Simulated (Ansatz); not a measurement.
# CsLiCr2Te2S3: the cost of one run

Method: DFT PBE, scalar-relativistic, plane waves, PAW, unless a step names another level, in Ansatz 0.2.0.

2 further runs of the same task are left out: 1 that didn't finish, 1 set aside as unsound or not needed.

**1. The system as given**

It takes space group Cm (No. 8, monoclinic). Conventional cell: a = 6.843 Å, b = 10.361 Å, c = 7.978 Å, α = 90.00°, β = 111.22°, γ = 90.00°. Cs (site symmetry m) is surrounded by 5 S at 3.58 to 3.92 Å and 1 Li at 4.01 Å. Li (site symmetry m) has 3 S at 2.42 to 2.56 Å and 2 Te at 3.02 Å as nearest neighbours. Cr (site symmetry 1) has 3 S at 2.20 to 2.25 Å and 1 Te at 2.51 Å as nearest neighbours. Te (site symmetry 1) has 1 Cr at 2.51 Å and 1 Li at 3.02 Å as nearest neighbours. Around S (site symmetry 1) lie 2 Cr at 2.24 to 2.25 Å and 1 Li at 2.56 Å. Around S (site symmetry m) lie 2 Cr at 2.20 Å and 1 Li at 2.42 Å.

As a file:

```cif
data_structure
_symmetry_space_group_name_H-M 'Cm'
_symmetry_Int_Tables_number 8
_cell_length_a 6.8433
_cell_length_b 10.3614
_cell_length_c 7.9783
_cell_angle_alpha 90.000
_cell_angle_beta 111.215
_cell_angle_gamma 90.000
_cell_volume 527.36
loop_
_atom_site_label
_atom_site_type_symbol
_atom_site_symmetry_multiplicity
_atom_site_Wyckoff_symbol
_atom_site_fract_x
_atom_site_fract_y
_atom_site_fract_z
_atom_site_occupancy
Cs1 Cs 2 a 0.09374 0.00000 0.00853 1
Li1 Li 2 a 0.58875 0.00000 0.55336 1
Cr1 Cr 4 b 0.26200 0.20554 0.55790 1
Te1 Te 4 b 0.71921 0.15436 0.29035 1
S1 S 4 b 0.60424 0.79273 0.73347 1
S2 S 2 a 0.21404 0.00000 0.48371 1
```

It came out lowest among 31 distinct ends of the trial cells. At a tolerance of 0.05 Å it has space group Cm (No. 8). Site moments: 0.0 0.0 2.0 2.0 -0.1 -0.1 -0.1 -0.1 -0.1 μB.

**2. Static run: bands, density of states and charges**

Input file input.yaml:

```yaml
crystal:
  lattice:
    - [3.4216163139, -5.1806905736, 0.0078347803]
    - [3.4216163139, 5.1806905736, 0.0078347803]
    - [-2.9041078703, 0.0, 7.4309339913]
  atoms:
    - { symbol: Cs, position: [0.0937409156, 0.0937409156, 0.008526583] }
    - { symbol: Li, position: [0.5887526943, 0.5887526943, 0.5533590806] }
    - { symbol: Cr, position: [0.0564612343, 0.4675461822, 0.5578964169], spin: 2.22 }
    - { symbol: Cr, position: [0.4675461822, 0.0564612343, 0.5578964169], spin: 2.22 }
    - { symbol: Te, position: [0.5648557188, 0.8735667677, 0.2903510572], spin: -0.15 }
    - { symbol: Te, position: [0.8735667677, 0.5648557188, 0.2903510572], spin: -0.15 }
    - { symbol: S, position: [0.8115144174, 0.3969706909, 0.7334673078] }
    - { symbol: S, position: [0.3969706909, 0.8115144174, 0.7334673078] }
    - { symbol: S, position: [0.2140371088, 0.2140371088, 0.4837112825] }
basis:
  ecutwfc: 420
kpoints:
  mp_grid: { grid: [6, 6, 4] }
  band_path:
    path:
      - [[0.0, 0.0, 0.0], [-0.5, 0.5, 0.0], [-0.5, 0.5, 0.5], [0.0, 0.0, 0.5], [0.0, 0.0, 0.0]]
      - [[-0.5, 0.0, 0.5], [0.0, 0.0, 0.0], [-0.5, 0.0, 0.0]]
    npoints: 14
hamiltonian:
  xc: pbe
scf:
  occupations: { method: gaussian, width: 0.1 }
  n_extra_bands: 22
output:
  forces: true
  stress: true
  eigenvalues: true
  populations: true
  dos: { projected: true, de: 0.02, nscf_kmesh: { grid: [8, 8, 5] } }
  bader: true
  write_density: true
  write_potential: true
  elf: true
  volumetric_format: npy
magnetization:
  spin_polarized: true
checkpoint:
  read: start.run
  write: ck
  compress: false
  write_wavefunctions: false
  write_every: 100000
```

The run is started by

```bash
$ ansatz run input.yaml --threads 2 --pin off --max-ram 5120MiB --backend cpu --events-out ev --progress --plain --runs-dir out
```

Q: Estimate wall time and peak memory on 2 threads of AMD EPYC 7R43 (Zen 3), shared host.

About 6.4 min, with a peak of 1.7 GiB.
